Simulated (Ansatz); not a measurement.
Predict the output of the script below (Ansatz 0.2.0 through its Python package).

The script, `ch7fnpsi.py`:
```python
"""Vertical spin-state energies of CH7FNPSi."""

import ansatz as az

BASIS_SET = "def2-SVPD"
FUNCTIONAL = "pbe"
DISPERSION = "d4"

system = (
    az.Crystal.molecule()
    .atom("C", (-1.5593, 0.5671, 1.2665))
    .atom("Si", (0.0925, 0.6161, 0.5572))
    .atom("F", (1.0144, -0.2708, 1.4821))
    .atom("P", (0.1479, -0.3567, -1.4736))
    .atom("N", (1.7307, -0.6003, -1.8412))
    .atom("H", (-2.0028, -0.3894, 1.3386))
    .atom("H", (-2.2723, 1.1875, 0.6329))
    .atom("H", (-1.5866, 1.0729, 2.2484))
    .atom("H", (0.6515, 2.0101, 0.4945))
    .atom("H", (-0.2509, -1.6693, -0.9981))
    .atom("H", (1.8578, -1.1775, -2.6269))
    .atom("H", (2.2539, -1.0448, -1.0464))
)

calculation = (
    system.calculation()
    .basis(gaussian=BASIS_SET)
    .functional(FUNCTIONAL, dispersion=DISPERSION)  # level of theory
)
found = {}
for unpaired in [0, 2, 4]:
    rep = calculation.spin("collinear", total=unpaired).run(threads=1).report
    s = unpaired / 2
    found[unpaired] = rep["free_energy_ev"]
    print(f"2S+1 = {unpaired + 1}: E = {found[unpaired]:.5f} eV, <S^2> = {abs(rep['mean_field']['state']['spin_squared']):.3f} (pure state {s * (s + 1):.2f})")
lowest = min(found, key=found.get)
for unpaired, e in found.items():
    print(f"multiplicity {unpaired + 1}: {(e - found[lowest]):.3f} eV above the lowest")
```

```console
$ python ch7fnpsi.py
2S+1 = 1: E = -22502.84673 eV, <S^2> = 0.000 (pure state 0.00)
2S+1 = 3: E = -22498.58656 eV, <S^2> = 2.003 (pure state 2.00)
2S+1 = 5: E = -22493.00923 eV, <S^2> = 6.004 (pure state 6.00)
multiplicity 1: 0.000 eV above the lowest
multiplicity 3: 4.260 eV above the lowest
multiplicity 5: 9.838 eV above the lowest
```

In order: multiplicity 1 (+0.00 eV), multiplicity 3 (+4.26 eV) and multiplicity 5 (+9.84 eV), all at the one geometry.

Notes:
- Total energies depend on the basis set; only differences at equal settings carry meaning.
- The geometry is a force-field or estimated start, not a minimum of this method, and the basis set is short of its limit. All parts are taken at fixed geometry, without zero-point energy.
- Timing: 26 s on 1 thread of AMD EPYC 9R45 96-Core Processor (Zen 5), with other jobs on the host, peak memory 0.4 GiB.

(Lines on the test bed's own set-up are left out of the output.)
